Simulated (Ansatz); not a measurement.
# WSe2: the cost of one run

Computed with Ansatz 0.2.0 (DFT PBE+D3(BJ), scalar-relativistic, plane waves, PAW, unless a step's input says otherwise).

That is the level of the relaxation; later steps name their own.

1 further run of the same task is left out (set aside as unsound or not needed).

### Step 1. The system as given

It takes space group P6_3/mmc (No. 194, hexagonal). Conventional cell: a = 3.279 Å, b = 3.279 Å, c = 12.789 Å, α = 90.00°, β = 90.00°, γ = 120.00°. W (site symmetry -6m2) is surrounded by 6 Se at 2.53 Å. Se (site symmetry 3m) is surrounded by 3 W at 2.53 Å.

Coordinates:

```xyz
6
Lattice="3.2790 0.0000 0.0000 -1.6395 2.8397 0.0000 0.0000 0.0000 12.7885" Properties=species:S:1:pos:R:3 pbc="T T T"
W     0.0000    1.8931    3.1971
W     1.6395    0.9466    9.5914
Se    0.0000    1.8931    7.9070
Se    1.6395    0.9466    1.5127
Se    0.0000    1.8931   11.2758
Se    1.6395    0.9466    4.8815
```

This cell was relaxed beforehand with the same method: volume 19.85 Å³/atom, gap on the mesh 1.00 eV.

### Step 2. Band edges over the whole zone

input.yaml reads:

```yaml
crystal:
  lattice:
    - [3.2790157502, 0.0, 0.0]
    - [-1.6395078751, 2.8397109391, 0.0]
    - [0.0, 0.0, 12.7885056705]
  atoms:
    - { symbol: W, position: [0.3333333333, 0.6666666667, 0.25] }
    - { symbol: W, position: [0.6666666667, 0.3333333333, 0.75] }
    - { symbol: Se, position: [0.3333333333, 0.6666666667, 0.6182884598] }
    - { symbol: Se, position: [0.6666666667, 0.3333333333, 0.1182884598] }
    - { symbol: Se, position: [0.3333333333, 0.6666666667, 0.8817115402] }
    - { symbol: Se, position: [0.6666666667, 0.3333333333, 0.3817115402] }
basis:
  ecutwfc: 420
kpoints:
  mp_grid: { grid: [9, 9, 2] }
  band_path: { path: [VBM, CBM], npoints: 2 }
hamiltonian:
  xc: pbe
  dispersion: d3bj
scf:
  occupations: { method: gaussian, width: 0.02 }
output:
  forces: true
  stress: true
  eigenvalues: true
```

The run is started by

```bash
$ ansatz run input.yaml --threads 4 --pin off --max-ram 10240MiB --backend cpu --events-out ev --progress --plain --runs-dir out
```

**Question.** How long does this run take on 4 threads of AMD EPYC (Zen 3), shared host, and how much memory does it need?

About 21 s, with a peak of 0.55 GiB.
